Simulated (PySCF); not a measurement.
# C2H7BrOSi: magnetic properties

Aim: compute the magnetic properties of C2H7BrOSi (`CO[SiH2]CBr`).

Computed with PySCF 2.14.0 and routines of our own; the level stands in each step. Atoms count from 0.

## 1. The system as given

12 atoms, charge 0, multiplicity 1; geometry from: GFN2-xTB.

## 2. Magnetic properties: GIAO PBE0/pcSseg-1

The job: settings as JSON, then the geometry in Å.

```
{"job": {"kind": "mag", "xc": "PBE0", "basis": "pcSseg-1", "isotopologues": 2}, "charge": 0, "multiplicity": 1}
C     -2.164637    -0.194259     0.264038
O     -0.787641    -0.413859     0.313891
Si     0.374412     0.496004    -0.344114
C      1.936344    -0.451865     0.159244
Br     3.447022     0.531548    -0.566591
H     -2.655532    -0.999828     0.810062
H     -2.516613    -0.188640    -0.769436
H     -2.418707     0.762943     0.723512
H      0.415314     1.850970     0.210190
H      0.282942     0.565186    -1.804260
H      1.995762    -1.453901    -0.255251
H      2.092531    -0.504985     1.232689
```

Method: GIAO PBE0/pcSseg-1 magnetisability, rotational g tensor and spin-rotation constants, non-relativistic, gas phase.

On the command line:

```bash
OMP_NUM_THREADS=1 python excited_run.py task.json out
```

This one command runs all jobs of the session in turn.

Log:

```text
coarse grid: 46592 points
cycle   1  E = -3018.3362511701  dE = -8.062e-01  |g| = 9.299e-01  |ddm| = 3.067e+00
cycle   2  E = -3018.2185342630  dE =  1.177e-01  |g| = 1.081e+00  |ddm| = 1.417e+00
cycle   3  E = -3018.4063491993  dE = -1.878e-01  |g| = 2.613e-01  |ddm| = 1.150e+00
cycle   4  E = -3018.4179884934  dE = -1.164e-02  |g| = 3.305e-02  |ddm| = 1.883e-01
cycle   5  E = -3018.4180585795  dE = -7.009e-05  |g| = 8.039e-03  |ddm| = 2.177e-02
cycle   6  E = -3018.4180671957  dE = -8.616e-06  |g| = 2.174e-03  |ddm| = 8.856e-03
final grid: 96232 points
cycle   7  E = -3018.4180748386  dE =  6.743e-07  |g| = 2.849e-03  |ddm| = 5.057e-03
cycle   8  E = -3018.4180730878  dE =  1.751e-06  |g| = 3.966e-03  |ddm| = 6.107e-03
cycle   9  E = -3018.4180768159  dE = -3.728e-06  |g| = 3.306e-04  |ddm| = 3.455e-03
cycle  10  E = -3018.4180768418  dE = -2.587e-08  |g| = 3.759e-05  |ddm| = 2.476e-04
cycle  11  E = -3018.4180768421  dE = -3.934e-10  |g| = 6.087e-06  |ddm| = 4.455e-05
converged SCF energy = -3018.4180768421

Magnetisability tensor (1e-30 J/T^2)
    -1367.06      -64.77       52.67
      -64.77    -1202.66        9.74
       52.67        9.74    -1203.70
isotropic -1257.81   principal values   -1403.57  -1194.04  -1175.82
isotropic susceptibility -75.747 1e-6 cm^3/mol

Inertial axes            a          b          c
rot. const./GHz     14.9471     0.7704     0.7457
chi total           -83.853    -71.481    -71.907
chi diamagnetic    -195.177  -1553.728  -1606.274
chi paramagnetic    111.324   1482.247   1534.367
quadrupole/D A        5.930     -2.347     -3.583
g nuclear            0.7315     0.5311     0.5328
g electronic        -0.7817    -0.5364    -0.5375
g total             -0.0502    -0.0053    -0.0047

Spin-rotation constants (kHz, H = +C I.J)
atom  isotope        aa         bb         cc
  4   79Br        5.052      0.800      0.746
  5     1H       -0.809      0.002     -0.074
  6     1H       -1.495     -0.045      0.001
  7     1H       -1.496     -0.045      0.001
  8     1H       -1.308     -0.033     -0.002
  9     1H       -1.308     -0.033     -0.002
 10     1H       -1.675     -0.040     -0.013
 11     1H       -1.675     -0.040     -0.013
  0    13C*       2.129      0.165      0.164
  1    17O*      -1.509     -0.023     -0.022
  2   29Si*      -7.998     -0.497     -0.467
  3    13C*       1.783      0.118      0.117
* in the singly substituted isotopologue

Isotopologues: g along a, b, c
2H    at 5,6,7,8,9,10,1    -0.0348    -0.0050    -0.0044
13C   at 0                 -0.0503    -0.0052    -0.0047
```

Wall time 38 s (1 thread of Arm Neoverse N1, shared host); peak memory 0.74 GiB.

From this job:

| quantity | value |
| --- | --- |
| magnetisability | -1258·10⁻³⁰ J/T² |
| molar susceptibility | -75.7·10⁻⁶ cm³/mol |
| rotational g (a, b, c) | -0.0502, -0.0053, -0.0047 |

Orbitals, density, ELF and potential are computed afterwards from the orbital file.

Frontier orbitals at PBE0/pcSseg-1, with the share of their density that lies nearest to each atom:

| orbital | energy (eV) | lies on |
| --- | --- | --- |
| HOMO | -7.69 | Br4 76 %; C3 10 % |
| LUMO | 0.07 | Br4 42 %; C3 27 %; H10, H11 about 8 % each |

ELF in a plane through or near 6 of the atoms.

Ten even steps from ' ' (0.00) to '@' (1.00):
```
                                                        
                                                        
                                                        
          ..::::                                        
        ..==****==      ......                          
        ::**####++    ..::--::                          
      ::++##%%%%##..  ..----::..                        
    ..==**::::++##....    ......    ::::..              
  ..--##**##**::++::++..##++..==..::++**--              
  ..==##%%--==--##**%%##::++==%%++==--++==..            
  ..==##%%##++####::**@@==..%%--**##**..==::            
    --**##**======++::##==::##--++**==%%@@##--          
      ::--::..::++**++--    %%%%##::##@@@@@@%%          
              ..==++==..    **##==  ++@@@@@@%%          
                ......      ::--..  --@@@@@@==          
                                    ..##%%**            
                                                        
                                                        
                                                        
                                                        
```
The map spans 12.2 Å across and 8.1 Å up, centred on the molecule. Atoms in the plane (x, y in Å): C0 (2.2, -0.2), O1 (0.8, -0.5), Si2 (-0.4, 0.6), C3 (-1.9, -0.6), Br4 (-3.5, 0.6), H5 (2.7, -1.2).

On the surface of density 0.002 e/bohr³ the electrostatic potential runs, from the 1st to the 99th percentile, from -0.91 V near O1 to 1.17 V near H9.

## 3. Magnetic properties: GIAO revPBE/pcseg-1, grid 3

Settings changed since step 2:

```diff
@@ -1,2 +1,2 @@
-{"job": {"kind": "mag", "xc": "PBE0", "basis": "pcSseg-1", "isotopologues": 2}, "charge": 0, "multiplicity": 1}
+{"job": {"kind": "mag", "xc": "revPBE", "basis": "pcseg-1", "grid": 3}, "charge": 0, "multiplicity": 1}
 C     -2.164637    -0.194259     0.264038
```

With the program's defaults for keys left out, this is: GIAO revPBE/pcseg-1 magnetisability, rotational g tensor and spin-rotation constants, non-relativistic, gas phase.

Log:

```text
coarse grid: 46592 points
cycle   1  E = -3018.5556825898  dE = -7.542e-01  |g| = 6.777e-01  |ddm| = 3.444e+00
cycle   2  E = -3018.1753700939  dE =  3.803e-01  |g| = 1.518e+00  |ddm| = 2.537e+00
cycle   3  E = -3018.6454614071  dE = -4.701e-01  |g| = 1.167e-01  |ddm| = 2.061e+00
cycle   4  E = -3018.6482937948  dE = -2.832e-03  |g| = 5.772e-02  |ddm| = 1.884e-01
cycle   5  E = -3018.6489508506  dE = -6.571e-04  |g| = 2.394e-02  |ddm| = 6.623e-02
cycle   6  E = -3018.6491126261  dE = -1.618e-04  |g| = 6.345e-03  |ddm| = 3.258e-02
cycle   7  E = -3018.6491241875  dE = -1.156e-05  |g| = 1.249e-03  |ddm| = 8.496e-03
cycle   8  E = -3018.6491245280  dE = -3.404e-07  |g| = 3.156e-04  |ddm| = 1.213e-03
final grid: 150584 points
cycle   9  E = -3018.6491501499  dE =  1.040e-09  |g| = 4.417e-04  |ddm| = 1.401e-03
cycle  10  E = -3018.6491500686  dE =  8.131e-08  |g| = 7.388e-04  |ddm| = 1.365e-03
cycle  11  E = -3018.6491501996  dE = -1.310e-07  |g| = 1.187e-04  |ddm| = 8.538e-04
cycle  12  E = -3018.6491502024  dE = -2.812e-09  |g| = 1.242e-05  |ddm| = 1.067e-04
cycle  13  E = -3018.6491502024  dE = -2.638e-11  |g| = 1.726e-06  |ddm| = 1.520e-05
converged SCF energy = -3018.6491502024

Magnetisability tensor (1e-30 J/T^2)
    -1347.73      -66.56       54.00
      -66.56    -1182.61       11.28
       54.00       11.28    -1182.48
isotropic -1237.61   principal values   -1385.93  -1171.75  -1155.13
isotropic susceptibility -74.530 1e-6 cm^3/mol

Inertial axes            a          b          c
rot. const./GHz     14.9471     0.7704     0.7457
chi total           -82.739    -70.288    -70.564
chi diamagnetic    -195.078  -1553.994  -1606.584
chi paramagnetic    112.340   1483.706   1536.019
quadrupole/D A        5.492     -2.165     -3.327
g nuclear            0.7315     0.5311     0.5328
g electronic        -0.7889    -0.5370    -0.5381
g total             -0.0574    -0.0058    -0.0053

Spin-rotation constants (kHz, H = +C I.J)
atom  isotope        aa         bb         cc
  4   79Br        5.788      0.915      0.857
  5     1H       -0.805      0.002     -0.075
  6     1H       -1.513     -0.044      0.002
  7     1H       -1.514     -0.044      0.002
  8     1H       -1.306     -0.033     -0.001
  9     1H       -1.306     -0.033     -0.001
 10     1H       -1.694     -0.040     -0.012
 11     1H       -1.694     -0.040     -0.012
  0    13C*       2.020      0.161      0.158
  1    17O*      -1.592     -0.034     -0.034
  2   29Si*      -8.275     -0.508     -0.487
  3    13C*       1.662      0.115      0.114
* in the singly substituted isotopologue
```

Run time: 35 s. Hardware: 1 thread of Arm Neoverse N1, shared host; peak memory 0.54 GiB.

In short:

| quantity | value |
| --- | --- |
| magnetisability | -1238·10⁻³⁰ J/T² |
| molar susceptibility | -74.5·10⁻⁶ cm³/mol |
| rotational g (a, b, c) | -0.0574, -0.0058, -0.0053 |

## 4. Magnetic properties: GIAO B3LYP/ANO-RCC-VDZP

Settings changed since step 3:

```diff
@@ -1,2 +1,2 @@
-{"job": {"kind": "mag", "xc": "revPBE", "basis": "pcseg-1", "grid": 3}, "charge": 0, "multiplicity": 1}
+{"job": {"kind": "mag", "xc": "B3LYP", "basis": "ANO-RCC-VDZP"}, "charge": 0, "multiplicity": 1}
 C     -2.164637    -0.194259     0.264038
```

Level: GIAO B3LYP/ANO-RCC-VDZP magnetisability, rotational g tensor and spin-rotation constants, non-relativistic, gas phase.

ANO-RCC is contracted for a relativistic Hamiltonian, so without one its core functions misfit and properties at heavier nuclei are off.

Log:

```text
coarse grid: 46592 points
cycle   1  E = -2997.3605949700  dE =  3.746e-01  |g| = 7.071e-01  |ddm| = 4.516e+00
cycle   2  E = -2997.1252587072  dE =  2.353e-01  |g| = 1.294e+00  |ddm| = 1.769e+00
cycle   3  E = -2997.4564330934  dE = -3.312e-01  |g| = 7.613e-02  |ddm| = 1.322e+00
cycle   4  E = -2997.4575734761  dE = -1.140e-03  |g| = 3.011e-02  |ddm| = 9.978e-02
cycle   5  E = -2997.4577539685  dE = -1.805e-04  |g| = 1.228e-02  |ddm| = 3.607e-02
cycle   6  E = -2997.4577961834  dE = -4.221e-05  |g| = 2.637e-03  |ddm| = 1.632e-02
cycle   7  E = -2997.4577981843  dE = -2.001e-06  |g| = 5.848e-04  |ddm| = 3.298e-03
final grid: 96232 points
cycle   8  E = -2997.4581152076  dE =  2.805e-08  |g| = 6.954e-04  |ddm| = 1.369e-03
cycle   9  E = -2997.4581151216  dE =  8.601e-08  |g| = 9.028e-04  |ddm| = 1.396e-03
cycle  10  E = -2997.4581153237  dE = -2.021e-07  |g| = 9.155e-05  |ddm| = 8.480e-04
cycle  11  E = -2997.4581153261  dE = -2.388e-09  |g| = 6.327e-06  |ddm| = 1.016e-04
cycle  12  E = -2997.4581153261  dE = -1.273e-11  |g| = 1.819e-06  |ddm| = 6.626e-06
converged SCF energy = -2997.4581153261

Magnetisability tensor (1e-30 J/T^2)
    -1357.33      -59.17       48.10
      -59.17    -1211.41       11.51
       48.10       11.51    -1209.90
isotropic -1259.55   principal values   -1391.63  -1199.41  -1187.60
isotropic susceptibility -75.852 1e-6 cm^3/mol

Inertial axes            a          b          c
rot. const./GHz     14.9471     0.7704     0.7457
chi total           -83.147    -72.178    -72.230
chi diamagnetic    -195.279  -1554.705  -1607.283
chi paramagnetic    112.133   1482.527   1535.053
quadrupole/D A        4.922     -1.870     -3.052
g nuclear            0.7315     0.5311     0.5328
g electronic        -0.7874    -0.5365    -0.5377
g total             -0.0559    -0.0054    -0.0050

Spin-rotation constants (kHz, H = +C I.J)
atom  isotope        aa         bb         cc
  4   79Br        4.277      0.814      0.684
  5     1H       -0.774      0.001     -0.076
  6     1H       -1.497     -0.045      0.001
  7     1H       -1.498     -0.045      0.001
  8     1H       -1.322     -0.032     -0.001
  9     1H       -1.322     -0.032     -0.001
 10     1H       -1.692     -0.039     -0.011
 11     1H       -1.692     -0.039     -0.011
  0    13C*       2.137      0.163      0.163
  1    17O*      -1.406     -0.039     -0.034
  2   29Si*      -7.099     -0.441     -0.415
  3    13C*       1.810      0.123      0.122
* in the singly substituted isotopologue
```

Wall time 47 s (1 thread of Arm Neoverse N1, shared host); peak memory 0.73 GiB.

Key values:

| quantity | value |
| --- | --- |
| magnetisability | -1260·10⁻³⁰ J/T² |
| molar susceptibility | -75.9·10⁻⁶ cm³/mol |
| rotational g (a, b, c) | -0.0559, -0.0054, -0.0050 |

## 5. Magnetic properties side by side

| level | ξ (10⁻³⁰ J/T²) | g(a) | g(b) | gap (eV) | functions | time |
| --- | --- | --- | --- | --- | --- | --- |
| GIAO PBE0/pcSseg-1 | -1258 | -0.0502 | -0.0053 | 7.75 | 151 | 38 s |
| GIAO revPBE/pcseg-1, grid 3 | -1238 | -0.0574 | -0.0058 | 5.49 | 122 | 35 s |
| GIAO B3LYP/ANO-RCC-VDZP | -1260 | -0.0559 | -0.0054 | 7.16 | 122 | 47 s |

## 6. Outcome

| quantity | value |
| --- | --- |
| magnetisability (step 2, GIAO PBE0/pcSseg-1) | -1258·10⁻³⁰ J/T² |
| molar susceptibility (step 2, GIAO PBE0/pcSseg-1) | -75.7·10⁻⁶ cm³/mol |
| rotational g (a, b, c) (step 2, GIAO PBE0/pcSseg-1) | -0.0502, -0.0053, -0.0047 |
| surface potential, 1st and 99th percentile | -0.91 V and 1.17 V |
| magnetisability over the levels | -1260 to -1238·10⁻³⁰ J/T² |

**Reading.** Steps that list no spin-orbit terms leave them out, which matters at and beside the heavy atoms. The magnetisability spreads by 1.8 % over 3 levels, from GIAO B3LYP/ANO-RCC-VDZP (47 s) to GIAO revPBE/pcseg-1, grid 3 (35 s); the runs took 35 s to 47 s. Vibrational averaging and real surroundings are missing from these values.
